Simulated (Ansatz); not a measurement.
# C4H2F8: the cost of one run

Program: Ansatz 0.2.0, Gaussian basis. Level of theory: one geometry, several basis sets. These are calculated values, not measurements.

Levels to be run: PBE0-D4/def2-SVP; ωB97M-V/def2-SVP; PBE0-D4/def2-QZVPP; ωB97M-V/def2-QZVPP; the functionals' def2-TZVPP values are taken from earlier runs.

**1. The relaxed structure**

An earlier PBE0-D4 in a triple-zeta def2 set relaxation fixed the geometry.

SMILES `FCC(F)(C(F)(F)F)C(F)(F)F`, 14 atoms, charge 0, spin multiplicity 1.

Atoms are counted from 1 here; the program's logs count them from 0.

Bond lengths: F1–C2 1.366 Å, C2–C3 1.522 Å, C2–H13 1.093 Å, C2–H14 1.091 Å, C3–F4 1.364 Å, C3–C5 1.550 Å, C3–C9 1.547 Å, C5–F6 1.333 Å, C5–F7 1.323 Å, C5–F8 1.331 Å, C9–F10 1.321 Å, C9–F11 1.336 Å, C9–F12 1.332 Å. Angles: F1–C2–C3 110.6°, F1–C2–H13 109.1°, F1–C2–H14 108.9°, C3–C2–H13 110.0°, C3–C2–H14 108.2°, H13–C2–H14 110.0°, C2–C3–F4 110.0°, C2–C3–C5 112.0°, C2–C3–C9 109.0°, F4–C3–C5 107.2°, F4–C3–C9 106.8°, C5–C3–C9 111.7°, C3–C5–F6 110.2°, C3–C5–F7 110.2°, C3–C5–F8 111.6°, F6–C5–F7 108.7°, F6–C5–F8 108.1°, F7–C5–F8 107.9° and more.

**2. PBE0-D4 in def2-SVP**

in.yaml reads:

```yaml
crystal:
  periodic: [false, false, false]
  atoms:
    - {symbol: F, position_ang: [-2.093639, 0.932619, 0.671568]}
    - {symbol: C, position_ang: [-1.394788, -0.206204, 0.385421]}
    - {symbol: C, position_ang: [0.101254, 0.071025, 0.373654]}
    - {symbol: F, position_ang: [0.538058, 0.325571, 1.640748]}
    - {symbol: C, position_ang: [0.455946, 1.308776, -0.490132]}
    - {symbol: F, position_ang: [-0.205715, 1.269036, -1.646363]}
    - {symbol: F, position_ang: [0.129157, 2.420197, 0.148289]}
    - {symbol: F, position_ang: [1.757834, 1.359742, -0.760393]}
    - {symbol: C, position_ang: [0.844264, -1.196755, -0.109516]}
    - {symbol: F, position_ang: [2.140094, -1.132941, 0.140716]}
    - {symbol: F, position_ang: [0.359212, -2.269132, 0.522800]}
    - {symbol: F, position_ang: [0.665064, -1.377133, -1.417257]}
    - {symbol: H, position_ang: [-1.711609, -0.584898, -0.589315]}
    - {symbol: H, position_ang: [-1.597932, -0.949201, 1.158681]}
basis:
  gaussian: {orbitals: def2-SVP}
hamiltonian: {xc: pbe0, dispersion: d4}
output: {orbitals: {seedname: orbitals}}
```

Command:

```
ansatz run in.yaml --threads 4 --pin off --events-out ev --progress --plain --max-ram 46080MiB --backend cpu
```

What time and memory should one allow on 4 threads of AMD EPYC 7R13, shared host?

About 3.9 s, with a peak of 0.83 GiB.
